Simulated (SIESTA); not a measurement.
## Re in SIESTA: convergence with vacuum

The system is Re, a slab with vacuum.

```
CELL_PARAMETERS angstrom
2.76785 0.00000 0.00000
-1.38392 2.39703 0.00000
0.00000 0.00000 14.92950
ATOMIC_POSITIONS crystal
Re 0.66667 0.33333 0.20094
Re 0.00000 0.00000 0.35038
Re 0.66667 0.33333 0.50000
Re 0.33333 0.66667 0.64963
Re 0.66667 0.33333 0.79906
```

The slab is cut from a database's or a generator's crystal, which needn't be the stable form of the element.

* Program: SIESTA 5.4.2
* Task: single point
* Functional: LDA
* Potentials or basis: PseudoDojo 0.4 standard (LDA files)
* Basis: DZP (energy shift 0.003 Ry; two zetas on semicore shells)
* Grid cutoff: 800 Ry
* Energy shift: 0.003 Ry
* k mesh: 8 × 8 × 1
* Occupations: fermi-dirac, width 0.05 eV
* Spin: no spin polarisation

These are the settings of the first run; the series varies vacuum, with any setting tied to it.

Hardware: 1 thread of Arm Neoverse V2 (shared host).

Task: The values tried are 6, 8, 10, 12, 15, 20, loosest first. From which on does the energy stay within 1 meV/atom of the tightest run that finished?

Result: From 8 on.

```csv
vacuum,"energy less the tightest run, at zero smearing (meV/atom)",largest force (eV/Å),SCF cycles,CPU time (s),peak memory (GiB)
6,-5.13,1.430,15,110,0.52
8,0.00,1.485,17,120,0.54
10,0.00,1.484,20,130,0.54
12,0.00,1.484,19,130,0.54
15,0.00,1.485,18,130,0.57
20,0.00,1.483,18,130,0.57
```

Against the tightest run, the largest force stays within 0.005 eV/Å from 8 on. The tightest run that finished is the yardstick and may itself not be fully converged.

Caveat, for the tightest run too: the basis of atomic orbitals isn't converged, which shifts pressures, moduli and gaps. Spin-orbit coupling is left out, which matters for the levels of Re.
